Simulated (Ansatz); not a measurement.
# C2H5AlGe: one species, many methods

One table from this session's results is given with a row withheld; the runs are named, their logs left out.

The runs use Ansatz 0.2.0, Gaussian basis; functionals in def2-TZVPP, the program's frozen cores in correlated methods.

Levels to be run: LDA (SPW92), PBE-D4, revPBE-D4, BLYP-D4, r2SCAN-D4, B97M-V, PBE0-D4, B3LYP-D4, r2SCANh-D4, r2SCAN0-D4, HSE06-D4, BHLYP-D4, CAM-B3LYP-D4, LC-ωPBE, ωB97X-V, ωB97M-V, B2PLYP, PBE-QIDH; CCSD(T)/def2-SVP; CCSD(T)/def2-TZVPP; MP2/def2-QZVPP; extrapolation to the limit; RPA on PBE.

**Structure used throughout**

An earlier PBE0-D4 in a triple-zeta def2 set relaxation fixed the geometry.

SMILES `[GeH3][Al]1[CH]=[CH]1`, 9 atoms, charge 0, spin multiplicity 1.

Atoms are counted from 1 here; the program's logs count them from 0.

Bond lengths: Ge1–Al2 2.455 Å, Ge1–H5 1.537 Å, Ge1–H6 1.538 Å, Ge1–H7 1.537 Å, Al2–C3 1.859 Å, Al2–C4 1.859 Å, C3–C4 1.363 Å, C3–H8 1.089 Å, C4–H9 1.089 Å. Angles: Al2–Ge1–H5 111.3°, Al2–Ge1–H6 109.7°, Al2–Ge1–H7 111.4°, H5–Ge1–H6 108.0°, H5–Ge1–H7 108.3°, H6–Ge1–H7 108.0°, Ge1–Al2–C3 158.5°, Ge1–Al2–C4 158.5°, C3–Al2–C4 43.0°, Al2–C3–C4 68.5°, Al2–C3–H8 163.3°, C4–C3–H8 128.2°, Al2–C4–C3 68.5°, Al2–C4–H9 163.3°, C3–C4–H9 128.2°.

Set-up of the first run:

in.yaml

```yaml
crystal:
  periodic: [false, false, false]
  atoms:
    - {symbol: Ge, position_ang: [-0.392553, 1.586664, -1.375958]}
    - {symbol: Al, position_ang: [0.064839, -0.249500, 0.188170]}
    - {symbol: C, position_ang: [-0.264589, -1.538828, 1.486436]}
    - {symbol: C, position_ang: [1.047966, -1.523310, 1.119583]}
    - {symbol: H, position_ang: [0.551751, 1.536101, -2.587975]}
    - {symbol: H, position_ang: [-0.184299, 2.935641, -0.666169]}
    - {symbol: H, position_ang: [-1.840836, 1.537427, -1.889015]}
    - {symbol: H, position_ang: [-0.751551, -2.180668, 2.218572]}
    - {symbol: H, position_ang: [1.857873, -2.149826, 1.489257]}
basis:
  gaussian: {orbitals: def2-TZVPP}
hamiltonian: {xc: lda}
output: {orbitals: {seedname: orbitals}}
```

On the command line:

```bash
ansatz run in.yaml --threads 2 --pin off --events-out ev --progress --plain --max-ram 4352MiB
```

Among the steps run: LDA; PBE-D4 (GGA); revPBE-D4 (GGA); BLYP-D4 (GGA); r2SCAN-D4 (meta-GGA); B97M-V (meta-GGA); B3LYP-D4 (hybrid); r2SCANh-D4 (hybrid); r2SCAN0-D4 (hybrid); HSE06-D4 (hybrid); BHLYP-D4 (hybrid); CAM-B3LYP-D4 (range-separated); LC-ωPBE (range-separated); ωB97X-V (range-separated); ωB97M-V (range-separated); B2PLYP (double hybrid); PBE-QIDH (double hybrid).

One table of the session follows, with a row left open; its other results are not shown here.

It belongs to the step «Orbital energies across the functionals». 

```
  functional  HOMO (eV)  gap (eV)
 LDA (SPW92)      -5.37      3.28
      PBE-D4      -5.28      3.36
   revPBE-D4      -5.24      3.41
     BLYP-D4          ?         ?
   r2SCAN-D4      -5.50      3.82
      B97M-V      -5.54      3.74
     PBE0-D4      -6.41      5.24
    B3LYP-D4      -6.22      4.88
  r2SCANh-D4      -5.92      4.49
  r2SCAN0-D4      -6.56      5.51
    HSE06-D4      -6.02      4.47
    BHLYP-D4      -7.48      7.12
CAM-B3LYP-D4      -7.72      7.54
     LC-ωPBE      -9.04      9.86
     ωB97X-V      -8.72      9.43
     ωB97M-V      -8.56      9.04
```

**Question.** Estimate the row for BLYP-D4.

Worked estimate for «HOMO (eV)». Against the share of exact exchange, B3LYP-D4 (0.2, -6.22), BHLYP-D4 (0.5, -7.48) give a slope of -4.20 per unit share; at 0 the line stands at -5.38.

The run gave: HOMO (eV): -5.16; gap (eV): 3.39. In «HOMO (eV)» the line misses by -0.22.
